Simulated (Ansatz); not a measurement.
Working through the interaction energy of a dimer with the counterpoise correction of BClH₂O, SMILES OBCl

Program: the Python package of Ansatz (0.2.0).

The cells in order, each with its output:

In [1]:
```python
import ansatz as az
```

In [2]:
```python
BASIS = "def2-SVPD"
FUNCTIONAL = "r2SCAN"
```

In [3]:
```python
FIRST = [
    ("O", (-0.8413, -0.5949, -0.4833)),
    ("B", (0.3674, -0.0631, 0.0531)),
    ("Cl", (1.0158, 1.5644, -0.5113)),
    ("H", (-1.5084, -0.1896, 0.1168)),
    ("H", (0.9664, -0.717, 0.8248)),
]
SECOND = [
    ("O", (3.5933, -1.2288, -0.148)),
    ("B", (4.1213, -2.4023, 0.4649)),
    ("Cl", (5.3491, -3.4558, -0.4129)),
    ("H", (4.2654, -0.5594, 0.1158)),
    ("H", (3.7105, -2.7078, 1.5231)),
]
```

In [4]:
```python
def energy(atoms, ghosts=()):
    molecule = az.Crystal.molecule()
    for symbol, xyz in atoms:
        molecule = molecule.atom(symbol, xyz)
    calc = (
        molecule.calculation()
        .basis(gaussian=BASIS)
        .functional(FUNCTIONAL)
    )
    deck = calc.input()
    if ghosts:
        deck = deck.set(az.key.basis.gaussian.ghost_atoms, [{"symbol": s, "position_ang": list(xyz)} for s, xyz in ghosts])
    return az.Session.from_dict(deck).plan().execute().report["free_energy_ev"]
```

In [5]:
```python
# monomers in their own basis and in the basis of the dimer
both = energy(FIRST + SECOND)
alone = energy(FIRST) + energy(SECOND)
ghosted = energy(FIRST, SECOND) + energy(SECOND, FIRST)
print(f"dimer {both:.6f} eV")
print(f"interaction, uncorrected   {23.060548 * (both - alone):8.3f} kcal/mol")
print(f"interaction, counterpoise  {23.060548 * (both - ghosted):8.3f} kcal/mol")
print(f"basis-set superposition    {23.060548 * (alone - ghosted):8.3f} kcal/mol")
```
```text
dimer -30544.569879 eV
interaction, uncorrected     -1.063 kcal/mol
interaction, counterpoise    -0.576 kcal/mol
basis-set superposition       0.487 kcal/mol
```

Uncorrected it is -1.063 kcal/mol, with the counterpoise correction -0.576 kcal/mol; the difference, 0.49 kcal/mol, is the superposition error.

Caveats:
- Total energies depend on the basis set; only differences at equal settings carry meaning.
- The dimer is a generated trial pose of unrelaxed monomers, not a minimum, so the figure is no binding energy, and the basis set is small.
- This level lacks the dispersion part of the attraction (electrostatics and induction are there), which can decide the sign where the interaction is weak.
- Wall time of the script: 36 s on 1 thread of Arm Neoverse V1, on a shared host, peak memory 0.3 GiB.

(Lines on the test bed's own set-up are left out of the output.)
